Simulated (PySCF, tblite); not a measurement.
# C₃H₁₁NP₂Si: open-shell or spin-flip excitations

Aim: compute the open-shell or spin-flip excitations of C₃H₁₁NP₂Si (`C=C(C)[Si](N)(P)P`).

Programs: tblite 0.8.0 and PySCF 2.14.0, with routines of our own; each step states its level. All values are computed. Atoms count from 0.

## 1. The starting structure

18 atoms, charge 0, multiplicity 1; geometry from: force field or distance geometry start.

## 2. Optimising the geometry with GFN2-xTB, one coordinate held

What the job is given:

```
{"job": {"kind": "relax", "xc": "GFN2-xTB", "basis": "xTB"}, "charge": 0, "multiplicity": 1}
C     -0.480800    -2.034700     0.377100
C     -0.455400    -0.803000    -0.192300
C     -1.273300    -0.506200    -1.398800
Si     0.566200     0.584000     0.488100
N      1.712100    -0.015500     1.602200
P     -0.681500     1.982900     1.609400
P      1.757600     1.563400    -1.056200
H     -0.435600    -2.930900    -0.219100
H     -0.572000    -2.181900     1.454000
H     -1.945400     0.354900    -1.227300
H     -1.929500    -1.348800    -1.675600
H     -0.652200    -0.296100    -2.268500
H      2.388100    -0.574900     1.100900
H      2.236000     0.773100     1.973100
H     -1.346600     1.038500     2.416900
H     -1.725500     2.105700     0.682200
H      0.697400     1.900200    -1.920900
H      2.134600     0.392900    -1.763000
```

The run is started by

```sh
$ OMP_NUM_THREADS=1 python excited_run.py task.json out
```

The driver reads the jobs from task.json and runs them one after another.

The program printed:

```text
step      E/eV     max force
  0    -588.77324    1.744
  1    -588.91462    1.282
  2    -589.00776    1.407
  3    -589.04057    1.323
  4    -589.07019    1.231
  5    -589.08683    1.233
  6    -589.09899    1.233
  7    -589.10880    1.230
  8    -589.11612    1.233
  9    -589.12274    1.244
 10    -589.12935    1.251
 11    -589.13592    1.248
 12    -589.14154    1.235
 13    -589.14576    1.225
 14    -589.14899    1.219
 15    -589.15213    1.218
 16    -589.15601    1.219
 17    -589.16090    1.222
 18    -589.16642    1.229
 19    -589.17163    1.238
 20    -589.17626    1.244
 21    -589.18105    1.242
 22    -589.18621    1.234
 23    -589.19045    1.223
 24    -589.19299    1.216
 25    -589.19458    1.213
 26    -589.19633    1.210
 27    -589.19868    1.206
 28    -589.20097    1.203
 29    -589.20247    1.200
 30    -589.20346    1.199
 31    -589.20459    1.199
 32    -589.20625    1.200
 33    -589.20825    1.202
 34    -589.20942    1.205
 35    -589.21040    1.206
 36    -589.21146    1.206
 37    -589.21291    1.208
 38    -589.21444    1.207
 39    -589.21580    1.207
 40    -589.21699    1.205
 41    -589.21824    1.202
 42    -589.21964    1.197
 43    -589.22115    1.190
 44    -589.22261    1.186
 45    -589.22388    1.181
 46    -589.22504    1.180
 47    -589.22640    1.179
 48    -589.22786    1.179
 49    -589.22888    1.182
 50    -589.22934    1.185
 51    -589.22968    1.186
 52    -589.23002    1.185
 53    -589.23109    1.184
 54    -589.23161    1.183
 55    -589.23217    1.182
 56    -589.23255    1.181
 57    -589.23304    1.179
 58    -589.23354    1.178
 59    -589.23407    1.177
 60    -589.23453    1.177
 61    -589.23491    1.177
 62    -589.23522    1.178
 63    -589.23556    1.178
 64    -589.23600    1.179
 65    -589.23661    1.180
 66    -589.23742    1.181
 67    -589.23835    1.178
 68    -589.23929    1.176
 69    -589.23969    1.171
 70    -589.24050    1.172
 71    -589.24086    1.173
 72    -589.24135    1.175
 73    -589.24158    1.175
 74    -589.24206    1.176
 75    -589.24234    1.176
 76    -589.24251    1.176
 77    -589.24258    1.175
 78    -589.24268    1.175
 79    -589.24281    1.174
 80    -589.24294    1.173
 81    -589.24304    1.172
 82    -589.24313    1.172
 83    -589.24323    1.172
 84    -589.24335    1.172
 85    -589.24349    1.172
 86    -589.24359    1.172
 87    -589.24369    1.172
 88    -589.24379    1.172
 89    -589.24391    1.173
 90    -589.24404    1.173
 91    -589.24417    1.172
 92    -589.24431    1.173
 93    -589.24448    1.173
 94    -589.24473    1.173
 95    -589.24502    1.173
 96    -589.24541    1.172
 97    -589.24586    1.172
 98    -589.24637    1.172
 99    -589.24684    1.172
100    -589.24722    1.172
101    -589.24750    1.171
102    -589.24779    1.170
103    -589.24818    1.169
104    -589.24870    1.168
105    -589.24921    1.169
106    -589.24950    1.167
107    -589.24971    1.169
108    -589.24979    1.168
109    -589.24990    1.168
110    -589.25007    1.166
111    -589.25028    1.165
112    -589.25054    1.164
113    -589.25079    1.163
114    -589.25097    1.163
115    -589.25112    1.163
116    -589.25130    1.162
117    -589.25158    1.162
118    -589.25201    1.162
119    -589.25244    1.163
120    -589.25237    1.158
121    -589.25287    1.162
122    -589.25296    1.162
123    -589.25308    1.162
124    -589.25312    1.162
125    -589.25320    1.162
126    -589.25327    1.162
127    -589.25336    1.163
128    -589.25342    1.163
129    -589.25345    1.164
130    -589.25347    1.163
131    -589.25350    1.163
132    -589.25353    1.163
133    -589.25358    1.163
134    -589.25367    1.164
135    -589.25378    1.165
136    -589.25391    1.166
137    -589.25400    1.168
138    -589.25408    1.168
139    -589.25415    1.167
140    -589.25423    1.167
141    -589.25430    1.166
142    -589.25436    1.165
143    -589.25440    1.164
144    -589.25445    1.164
145    -589.25450    1.164
146    -589.25454    1.164
147    -589.25459    1.164
148    -589.25465    1.164
149    -589.25472    1.164
150    -589.25476    1.163
151    -589.25479    1.164
152    -589.25481    1.163
153    -589.25483    1.163
154    -589.25485    1.163
155    -589.25488    1.163
156    -589.25490    1.164
157    -589.25493    1.163
158    -589.25496    1.164
159    -589.25501    1.165
160    -589.25507    1.166
161    -589.25514    1.167
162    -589.25522    1.167
163    -589.25531    1.168
164    -589.25537    1.167
165    -589.25540    1.166
166    -589.25543    1.166
167    -589.25546    1.167
168    -589.25547    1.167
```

Wall time 3.3 s (1 thread of INTEL XEON PLATINUM 8581C at 2.30GHz, shared host); peak memory 0.18 GiB.

One coordinate is held by a constraint (a dihedral, as typed in the start), so the force along it need not vanish.

The steps of the relaxation: (not every step is listed)

| step | energy from step 0 (eV) | largest force (eV/Å) |
| --- | --- | --- |
| 0 | 0.0000 | 1.7438 |
| 1 | -0.1414 | 1.2821 |
| 2 | -0.2345 | 1.4068 |
| 3 | -0.2673 | 1.3233 |
| 4 | -0.2970 | 1.2312 |
| 5 | -0.3136 | 1.2331 |
| 6 | -0.3257 | 1.2326 |
| 7 | -0.3356 | 1.2296 |
| 8 | -0.3429 | 1.2333 |
| 23 | -0.4172 | 1.2233 |
| 38 | -0.4412 | 1.2073 |
| 53 | -0.4579 | 1.1837 |
| 68 | -0.4660 | 1.1759 |
| 83 | -0.4700 | 1.1718 |
| 98 | -0.4731 | 1.1722 |
| 113 | -0.4776 | 1.1634 |
| 128 | -0.4802 | 1.1634 |
| 143 | -0.4812 | 1.1645 |
| 158 | -0.4817 | 1.1643 |
| 163 | -0.4821 | 1.1675 |
| 164 | -0.4821 | 1.1667 |
| 165 | -0.4822 | 1.1663 |
| 166 | -0.4822 | 1.1664 |
| 167 | -0.4822 | 1.1666 |
| 168 | -0.4822 | 1.1668 |

Distances of close pairs at the start and the end, largest changes first:

| bond | before (Å) | after (Å) | change (Å) |
| --- | --- | --- | --- |
| Si3–P6 | 2.183 | 2.282 | +0.100 |
| Si3–P5 | 2.184 | 2.265 | +0.081 |
| C1–Si3 | 1.852 | 1.904 | +0.052 |
| P6–H17 | 1.418 | 1.382 | -0.036 |
| P5–H14 | 1.409 | 1.382 | -0.028 |
| P6–H16 | 1.409 | 1.383 | -0.026 |
| Si3–N4 | 1.707 | 1.730 | +0.023 |
| P5–H15 | 1.402 | 1.383 | -0.018 |

The next job starts from the end point, and lists it.

## 3. Open-shell or spin-flip excitations: collinear spin-flip TDA BHandHLYP/def2-SVP

What the job is given:

```
{"job": {"kind": "uabs", "xc": "BHandHLYP", "basis": "def2-SVP", "nstates": 8, "spin_flip": true, "ref_mult": 3}, "charge": 0, "multiplicity": 1}
C     -0.164770    -2.145344     0.136029
C     -0.397846    -0.882874    -0.253244
C     -1.436470    -0.541505    -1.277910
Si     0.579583     0.566888     0.501240
N      1.524862    -0.075827     1.799966
P     -0.499837     2.329258     1.429227
P      1.873987     1.341264    -1.211837
H     -0.097946    -2.957241    -0.576000
H     -0.057536    -2.413521     1.173089
H     -2.323882    -0.239756    -0.723651
H     -1.693551    -1.401094    -1.896326
H     -1.147844     0.286882    -1.926525
H      2.229229    -0.763747     1.588426
H      1.870972     0.567169     2.493824
H     -1.357629     1.534439     2.164972
H     -1.412472     2.456979     0.397732
H      0.870154     2.086904    -1.803683
H      1.635829     0.254878    -2.032782
```

Level: collinear spin-flip TDA BHandHLYP/def2-SVP, vertical, gas phase, core orbitals frozen in the response.

The program printed:

```text
coarse grid: 16016 points
cycle   1  E = -1147.0594286250  dE =  7.059e-01  |g| = 3.178e-01  |ddm| = 3.018e+00
cycle   2  E = -1147.0946272106  dE = -3.520e-02  |g| = 2.843e-01  |ddm| = 6.807e-01
cycle   3  E = -1147.1361986752  dE = -4.157e-02  |g| = 4.255e-02  |ddm| = 3.803e-01
cycle   4  E = -1147.1387781353  dE = -2.579e-03  |g| = 1.890e-02  |ddm| = 1.246e-01
cycle   5  E = -1147.1392867009  dE = -5.086e-04  |g| = 7.988e-03  |ddm| = 4.789e-02
cycle   6  E = -1147.1394563759  dE = -1.697e-04  |g| = 3.666e-03  |ddm| = 3.345e-02
cycle   7  E = -1147.1394988094  dE = -4.243e-05  |g| = 1.887e-03  |ddm| = 1.636e-02
cycle   8  E = -1147.1395081654  dE = -9.356e-06  |g| = 7.000e-04  |ddm| = 8.520e-03
final grid: 139488 points
cycle   9  E = -1147.2287776077  dE = -1.552e-05  |g| = 1.689e-03  |ddm| = 1.287e-02
cycle  10  E = -1147.2287783885  dE = -7.809e-07  |g| = 1.428e-03  |ddm| = 4.136e-03
cycle  11  E = -1147.2287794530  dE = -1.065e-06  |g| = 1.928e-04  |ddm| = 1.649e-03
cycle  12  E = -1147.2287795157  dE = -6.269e-08  |g| = 1.160e-04  |ddm| = 5.431e-04
cycle  13  E = -1147.2287795422  dE = -2.644e-08  |g| = 4.655e-05  |ddm| = 3.445e-04
cycle  14  E = -1147.2287795503  dE = -8.146e-09  |g| = 2.487e-05  |ddm| = 2.265e-04
cycle  15  E = -1147.2287795519  dE = -1.575e-09  |g| = 7.297e-06  |ddm| = 1.151e-04
cycle  16  E = -1147.2287795520  dE = -1.235e-10  |g| = 3.319e-06  |ddm| = 3.128e-05
converged SCF energy = -1147.2287795520

<S^2> of the reference = 2.0073 (exact 2.0000)

Spin-flip excitations, energies against the reference
state   eV       nm        f      <S^2>   main configurations
  1  -2.2911        -   0.00000   0.021   Ha->Lb 0.94
  2   0.7375    409.4   0.00002   2.015   Ha->L+2b 0.28, H-2a->Lb 0.24, H-4a->Lb 0.19
  3   2.5249    257.4   0.06933   0.349   H-2a->Lb 0.48, Ha->L+2b 0.25
  4   3.3119    221.3   0.16486   0.908   H-1a->Lb 0.68
  5   3.8717    201.2   0.08302   1.059   Ha->L+1b 0.71, Ha->L+2b 0.08
  6   4.1768    191.7   0.00442   1.048   H-4a->Lb 0.25, Ha->L+2b 0.16, H-1a->Lb 0.13, H-2a->Lb 0.12
  7   4.3328    187.2   0.09920   1.043   Ha->L+3b 0.49, H-4a->Lb 0.14, Ha->L+5b 0.12
  8   4.5090    182.3   0.02833   1.062   H-3a->Lb 0.88
```

Wall time 24 s (1 thread of INTEL XEON PLATINUM 8581C at 2.30GHz, shared host); peak memory 0.6 GiB.

The ⟨S²⟩ below is that of the reference state, of multiplicity 3.

Key values:

| quantity | value |
| --- | --- |
| low spin less high spin | -3.029 eV |
| ⟨S²⟩ | 2.007 |

Löwdin spin populations of the reference state:

C0 0.90; C1 0.82; C2 0.02; Si3 0.05; N4 0.00; P5 0.04; P6 0.04; H7 0.03; H8 0.03; H9 0.04; H10 0.01; H11 0.02; H12 0.00; H13 0.00; H14 0.00; H15 0.00; H16 0.00; H17 0.00

The fields below are evaluated on a grid from the run's orbitals.

ELF in a plane through or near 8 of the atoms.

Ten even steps from ' ' (0.00) to '@' (1.00):
```
                                                        
                                                        
                                                        
                              ....      ..              
                ..--==..    ==**++--++%%%%##::          
        ..====--==####==    ++%%##**@@@@@@@@**          
        ##@@@@@@##==##++..  --**==..@@@@@@@@++          
        %%@@@@@@##==****::  ::####--**%%##==            
        ..**##**++%%##--..**##====##==                  
                ..::::##**==@@::::**++--##@@@@##..      
            ....--==..##++--%%****@@**%%@@@@@@@@--      
      ..==******##%%##--::::....==**--##@@@@@@@@--      
      ::**%%%%%%##**++--::    ::%%@@@@##--==++--        
      ::**%%%%%%++--....      --@@@@@@%%..              
        ==******--....          ++@@@@**                
        ..--==--..                ====..                
                                                        
                                                        
                                                        
                                                        
```
The map spans 10.9 Å across and 10.1 Å up, centred on the molecule. Atoms in the plane (x, y in Å): C0 (1.3, 1.7), C1 (0.9, 0.4), Si3 (-0.9, 0.0), N4 (-1.8, 1.5), H7 (2.2, 2.0), H10 (2.9, -0.5), H11 (1.6, -1.6), H13 (-2.8, 1.5).

On the surface of density 0.002 e/bohr³ the electrostatic potential runs, from the 1st to the 99th percentile, from -1.14 V near P6 to 1.45 V near H13.

The spin density lies nearest to C0, C1 about 37 % each; H7, H8 about 6 % each.

## 4. What came out

| quantity | value |
| --- | --- |
| low spin less high spin (step 3, collinear spin-flip TDA BHandHLYP/def2-SVP) | -3.029 eV |
| surface potential, 1st and 99th percentile | -1.14 V and 1.45 V |

What this shows: The values above hold for this geometry and these levels alone.
